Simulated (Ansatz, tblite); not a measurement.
# ReO3Br (ReBrO₃): one state, many levels

Aim: run the singlet of ReO3Br (ReBrO₃) at one geometry on many levels, and compare frontier levels, spin and run time.

The runs use Ansatz 0.2.0, Gaussian basis; as each input shows.

The runs, in order: GFN1-xTB, GFN2-xTB, PBE-D4/def2-TZVP, r2SCAN-D4/def2-TZVP, PBE-QIDH/def2-TZVP, BHLYP-D4/def2-TZVP, ωB97X-V/def2-TZVP, CAM-B3LYP-D4/def2-TZVP, revPBE-D4/def2-TZVP, HF/def2-TZVP, LC-ωPBE/def2-TZVP, PBE-D4/def2-SVP, PBE0-D4/def2-SVP, PBE0-D4/def2-TZVPD, PBE-D4/def2-TZVPD, r2SCAN-D4/def2-TZVPD, CCSD(T)/def2-TZVP, RPA/def2-TZVP.

## 1. The geometry

The singlet was relaxed beforehand with PBE0-D4/def2-SVP.

5 atoms, charge 0, spin multiplicity 1.

Bond lengths: Re1–O2 1.691 Å, Re1–O3 1.691 Å, Re1–O4 1.691 Å, Re1–Br5 2.390 Å. Angles: O2–Re1–O3 109.1°, O2–Re1–O4 109.1°, O2–Re1–Br5 109.8°, O3–Re1–O4 109.1°, O3–Re1–Br5 109.8°, O4–Re1–Br5 109.8°.

Formally the metal is d0. Re takes a core potential in the def2 sets. No spin-orbit coupling is included.

PBE0-D4/def2-TZVP was run before; its log isn't repeated, and its numbers join the tables.

## 2. GFN1-xTB

Tight binding, by tblite at 300 K electronic temperature and without a spin-polarisation term:

```python
tblite.interface.Calculator('GFN1-xTB', numbers, positions, charge=0, uhf=0).singlepoint()
```

Energy -550.1292 eV, HOMO -15.42 eV, LUMO -12.24 eV; 0.005 s.

## 3. GFN2-xTB

Tight binding, by tblite at 300 K electronic temperature and without a spin-polarisation term:

```python
tblite.interface.Calculator('GFN2-xTB', numbers, positions, charge=0, uhf=0).singlepoint()
```

Energy -530.9639 eV, HOMO -13.45 eV, LUMO -10.89 eV; 0.003 s.

## 4. PBE-D4/def2-TZVP

start.molden holds the orbitals of an earlier run on this state, given as this run's starting guess.

Contents of in.yaml:

```yaml
crystal:
  periodic: [false, false, false]
  atoms:
    - {symbol: Re, position_ang: [0.063333, 0.109372, 0.045473]}
    - {symbol: O, position_ang: [0.078770, 0.100801, 1.736721]}
    - {symbol: O, position_ang: [1.655898, 0.127015, -0.523783]}
    - {symbol: O, position_ang: [-0.734443, 1.499355, -0.495015]}
    - {symbol: Br, position_ang: [-1.063558, -1.836533, -0.763396]}
basis:
  gaussian: {orbitals: def2-TZVP, initial_orbitals: start.molden}
hamiltonian: {xc: pbe, dispersion: d4}
scf: {omitted_lower_state_checks: [starts]}
output: {forces: true, orbitals: {seedname: orbitals}}
```

Run with:

```console
$ ansatz run in.yaml --threads 4 --pin off --events-out ev --progress --plain --max-ram 3916MiB
```

After this run come: r2SCAN-D4/def2-TZVP; PBE-QIDH/def2-TZVP; BHLYP-D4/def2-TZVP; ωB97X-V/def2-TZVP; CAM-B3LYP-D4/def2-TZVP; revPBE-D4/def2-TZVP; HF/def2-TZVP; LC-ωPBE/def2-TZVP; PBE-D4/def2-SVP; PBE0-D4/def2-SVP; PBE0-D4/def2-TZVPD; PBE-D4/def2-TZVPD; r2SCAN-D4/def2-TZVPD; CCSD(T)/def2-TZVP; RPA/def2-TZVP.

Q: Predict the results of all the runs planned. Wanted: gap in def2-TZVP, named functionals and Hartree-Fock, smallest and largest; correlation energy, CCSD(T)/def2-TZVP; binding an atom, CCSD(T)/def2-TZVP; PBE0 total energy, smallest basis above largest.

The runs gave:

```
                                                                  quantity                            value
gap in def2-TZVP, named functionals and Hartree-Fock, smallest and largest  4.37 eV (PBE-D4), 12.81 eV (HF)
                                     correlation energy, CCSD(T)/def2-TZVP                        -41.35 eV
                                        binding an atom, CCSD(T)/def2-TZVP                         4.288 eV
                           PBE0 total energy, smallest basis above largest  16.82 eV (def2-SVP, def2-TZVPD)
```

**Reading.** Orbital gaps of the named functionals and Hartree-Fock in def2-TZVP span 4.37 eV (PBE-D4) to 12.81 eV (HF); exact exchange widens it. The functionals in def2-TZVP miss CCSD(T)/def2-TZVP by -0.605 (BHLYP-D4) to +0.650 eV (PBE-D4) an atom. CCSD(T)/def2-TZVP isn't at the basis-set limit; small misses against it rank nothing.
